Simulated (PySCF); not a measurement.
# One shape, several levels: CH6GeSe (SMILES [CH3][GeH2][SeH])

Aim: a comparison of 6 runs (HF/def2-SVP, HF/def2-TZVP, B3LYP/6-31G*, BLYP/6-31G*, B3LYP/def2-SVP) of CH6GeSe. 

Program for the calculation: PySCF 2.14.0.

### Step 1. Starting point

CH6GeSe: 9 atoms, total charge 0, spin state singlet. As SMILES, `[CH3][GeH2][SeH]`. The shape is that of a PBE0-D4/def2-TZVP optimisation. This is one conformer, not always the lowest.

Bond lengths: C1–Ge2 1.949 Å, Ge2–Se3 2.363 Å, C1–H4 1.090 Å, C1–H5 1.090 Å, C1–H6 1.092 Å, Ge2–H7 1.538 Å, Ge2–H8 1.540 Å, Se3–H9 1.469 Å. Some angles: C1–Ge2–Se3 110.8°, C1–Ge2–H7 111.8°, C1–Ge2–H8 111.0°, Se3–Ge2–H7 103.9°, Se3–Ge2–H8 109.3°, Ge2–C1–H4 110.1°, Ge2–C1–H5 109.8°, Ge2–C1–H6 110.1°, Ge2–Se3–H9 92.9°, H7–Ge2–H8 109.8°.

### Step 2. Energy and forces at HF/def2-SVP (run 1)

input.xyz reads:

```xyz
9
CH6GeSe
C     -0.889600     0.553700    -0.701200
Ge     0.725100    -0.410300    -0.190600
Se     1.291400     0.035400     2.060200
H     -1.730800     0.224800    -0.090200
H     -0.743100     1.623400    -0.551700
H     -1.122300     0.366000    -1.751100
H      1.951900     0.071700    -0.982700
H      0.545300    -1.927600    -0.379300
H      0.060500    -0.583200     2.569500
```

run.py reads:

```python
import pyscf.grad
from pyscf import gto

molecule = gto.M(
    atom='input.xyz',
    basis='def2-svp',
    charge=0,
    verbose=4,
    max_memory=1860,
)

mf = molecule.RHF()
mf.conv_tol = 1e-10
mf.kernel()
if not mf.converged:
    mf = mf.newton().run(mf.mo_coeff, mf.mo_occ)

energy = mf.e_tot
print('Final energy', energy)
grad = mf.Gradients().kernel()
dip = mf.dip_moment()
pop, q = mf.mulliken_pop()
```

Launch:

```bash
$ OMP_NUM_THREADS=1 python run.py
```

The program printed:

```text
PySCF version 2.14.0

[... 65 lines left out ...]
converged SCF energy = -4516.01070824263
Final energy -4516.010708242633
[... 11 lines left out ...]
Dipole moment(X, Y, Z, Debye): -1.48138, -0.17476, -1.32152
[... 118 lines left out ...]
charge of    8H =      0.04205
```

It took 23 s on 1 thread of Intel Xeon at 2.70GHz, shared host; peak memory 0.25 GiB.

### Step 3. Energy and forces at HF/def2-TZVP (run 2)

job.py reads:

```python
# [CH3][GeH2][SeH]
from pyscf import gto

mol = gto.M(
    atom='''
C     -0.889600     0.553700    -0.701200
Ge     0.725100    -0.410300    -0.190600
Se     1.291400     0.035400     2.060200
H     -1.730800     0.224800    -0.090200
H     -0.743100     1.623400    -0.551700
H     -1.122300     0.366000    -1.751100
H      1.951900     0.071700    -0.982700
H      0.545300    -1.927600    -0.379300
H      0.060500    -0.583200     2.569500
''',
    basis='def2-tzvp',
    max_memory=1860,
    verbose=4,
)

mf = mol.RHF()
mf.conv_tol = 1e-10
mf.kernel()
if not mf.converged:
    mf = mf.newton().run(mf.mo_coeff, mf.mo_occ)

energy = mf.e_tot
print('Final energy', energy)
grad = mf.nuc_grad_method().kernel()
mf.analyze()
```

Launch:

```bash
$ OMP_NUM_THREADS=1 python job.py
```

The program printed:

```text
PySCF version 2.14.0

[... 89 lines left out ...]
MO #3   energy= -60.6238393444513  occ= 2
[... 19 lines left out ...]
MO #23  energy= -2.60358818712044  occ= 2
[... 19 lines left out ...]
MO #43  energy= 0.173860217252799  occ= 0
[... 19 lines left out ...]
MO #63  energy= 0.560961538676973  occ= 0
[... 19 lines left out ...]
MO #83  energy= 1.16344895400354   occ= 0
[... 19 lines left out ...]
MO #103 energy= 1.74511854667195   occ= 0
[... 19 lines left out ...]
MO #123 energy= 2.57326590508863   occ= 0
[... 19 lines left out ...]
MO #143 energy= 3.64205816860598   occ= 0
[... 19 lines left out ...]
MO #163 energy= 23.2454524274841   occ= 0
[... 175 lines left out ...]
Dipole moment(X, Y, Z, Debye): -1.42362, -0.13577, -1.33438
```

Run time: 65 s. Hardware: 1 thread of Intel Xeon at 2.70GHz, shared host; peak memory 0.79 GiB.

Runs 3 to 5 aren't shown in full; the table further down has their settings and results.

### Step 4. Energy and forces at B3LYP/def2-SVP (run 6)

calc.py reads:

```python
import pyscf.grad
from pyscf import gto, dft

molecule = gto.Mole()
molecule.atom = [
    ('C', (-0.889600, 0.553700, -0.701200)),
    ('Ge', (0.725100, -0.410300, -0.190600)),
    ('Se', (1.291400, 0.035400, 2.060200)),
    ('H', (-1.730800, 0.224800, -0.090200)),
    ('H', (-0.743100, 1.623400, -0.551700)),
    ('H', (-1.122300, 0.366000, -1.751100)),
    ('H', (1.951900, 0.071700, -0.982700)),
    ('H', (0.545300, -1.927600, -0.379300)),
    ('H', (0.060500, -0.583200, 2.569500)),
]
molecule.charge = 0
molecule.basis = 'def2-svp'
molecule.verbose = 4
molecule.max_memory = 1860
molecule.spin = 0
molecule.build()

mf = dft.RKS(molecule, xc='b3lyp')
mf.conv_tol = 1e-10
mf.grids.level = 5
mf.kernel()
if not mf.converged:
    mf = mf.newton().run(mf.mo_coeff, mf.mo_occ)

energy = mf.e_tot
print(f'total energy: {energy:.8f} hartree')
grad = mf.Gradients().kernel()
dip = mf.dip_moment()
pop, q = mf.mulliken_pop()
```

Launch:

```bash
$ OMP_NUM_THREADS=1 python calc.py
```

The program printed:

```text
PySCF version 2.14.0

[... 77 lines left out ...]
converged SCF energy = -4519.79558486818
total energy: -4519.79558487 hartree
[... 12 lines left out ...]
Dipole moment(X, Y, Z, Debye): -1.36599, -0.05542, -1.09028
[... 118 lines left out ...]
charge of    8H =      0.03049
```

It took 48 s on 1 thread of Intel Xeon at 2.70GHz, shared host; peak memory 1.1 GiB.

### Step 5. Overview of the runs

```csv
run,level,integration grid,Cartesian functions,energy (Eh),dipole moment (D),HOMO energy (eV),LUMO energy (eV),wall time
1,HF/def2-SVP,–,no,-4516.010708,1.99,-9.31,3.84,23 s
2,HF/def2-TZVP,–,no,-4516.617048,1.96,-9.37,3.17,65 s
3,B3LYP/6-31G* (spherical functions),5,no,-4519.791897,2.04,-6.36,-0.06,48 s
4,BLYP/6-31G* (spherical functions),5,no,-4519.756230,1.99,-5.25,-0.57,50 s
5,B3LYP/6-31G* (Cartesian functions),5,yes,-4519.805234,2.03,-6.37,-0.09,52 s
6,B3LYP/def2-SVP,5,no,-4519.795585,1.75,-6.37,0.13,48 s
```

### Step 6. What came out

```
                       quantity           value
            run 6: total energy  -4519.79558 Eh
           run 6: dipole moment          1.75 D
             run 6: HOMO energy        -6.37 eV
             run 6: LUMO energy         0.13 eV
           run 6: HOMO–LUMO gap         6.50 eV
run 6: largest force on an atom      0.356 eV/Å
```

The dipole moment (its size) runs from 1.75 D (B3LYP/def2-SVP) to 2.04 D (B3LYP/6-31G*). The HOMO–LUMO gap runs from 4.69 eV (BLYP/6-31G*) to 13.16 eV (HF/def2-SVP). The two ends differ in method and basis. Totals of different functionals can't be ranked against each other. All runs together took 4.8 min, the longest 65 s.
